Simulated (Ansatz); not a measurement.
# La2Os: the cost of one run

Computed with Ansatz 0.2.0 (DFT r2SCAN, scalar-relativistic, plane waves, PAW).

## (1) The system as given

The structure is trigonal, space group P-3m1 (No. 164). The conventional cell has a = 4.256 Å, b = 4.256 Å, c = 6.515 Å, α = 90.00°, β = 90.00°, γ = 120.00°. La (site symmetry 3m) has 3 Os at 2.86 Å as nearest neighbours. Os (site symmetry -3m) has 6 La at 2.86 Å as nearest neighbours.

Structure file:

```xyz
3
Lattice="4.2561 0.0000 0.0000 -2.1280 3.6859 0.0000 0.0000 0.0000 6.5150" Properties=species:S:1:pos:R:3 pbc="T T T"
La    0.0000    2.4573    1.4599
La    2.1280    1.2286    5.0551
Os    0.0000    0.0000    0.0000
```

It is the end of an earlier relaxation with the same method, from a generated guess; it is a trial structure. At a tolerance of 0.05 Å it has space group P-3m1 (No. 164); it has 34.07 Å³/atom, an uncorrected energy of -0.06 eV/atom over the elements and, on its mesh, gap none (metal).

## (2) Level of theory: r2SCAN

Contents of input.yaml:

```yaml
crystal:
  lattice:
    - [4.2560972022, 0.0, 0.0]
    - [-2.1280486011, 3.6858882981, 0.0]
    - [0.0, 0.0, 6.5150012]
  atoms:
    - { symbol: La, position: [0.3333333333, 0.6666666667, 0.224089] }
    - { symbol: La, position: [0.6666666667, 0.3333333333, 0.775911] }
    - { symbol: Os, position: [0.0, 0.0, 0.0] }
basis:
  ecutwfc: 500
kpoints:
  mp_grid: { grid: [12, 12, 8] }
  band_path:
    path:
      - [[0.0, 0.0, 0.0], [0.5, 0.0, 0.0], [0.33333333, 0.33333333, 0.0], [0.0, 0.0, 0.0], [0.0, 0.0, 0.5], [0.5, 0.0, 0.5], [0.33333333, 0.33333333, 0.5], [0.0, 0.0, 0.5]]
      - [[0.5, 0.0, 0.5], [0.5, 0.0, 0.0]]
      - [[0.33333333, 0.33333333, 0.5], [0.33333333, 0.33333333, 0.0]]
    npoints: 14
hamiltonian:
  xc: r2scan
scf:
  occupations: { method: gaussian, width: 0.1 }
  n_extra_bands: 7
output:
  forces: true
  stress: true
  eigenvalues: true
  populations: true
  dos: { projected: true, de: 0.02, nscf_kmesh: { grid: [15, 15, 10] } }
  bader: true
```

Run with:

```
> ansatz run input.yaml --threads 1 --pin off --max-ram 3072MiB --backend cpu --events-out ev --progress --plain --runs-dir out
```

Q: Estimate wall time and peak memory on 1 thread of Intel Xeon 6975P-C (Granite Rapids), shared host.

About 64 s, with a peak of 0.93 GiB.
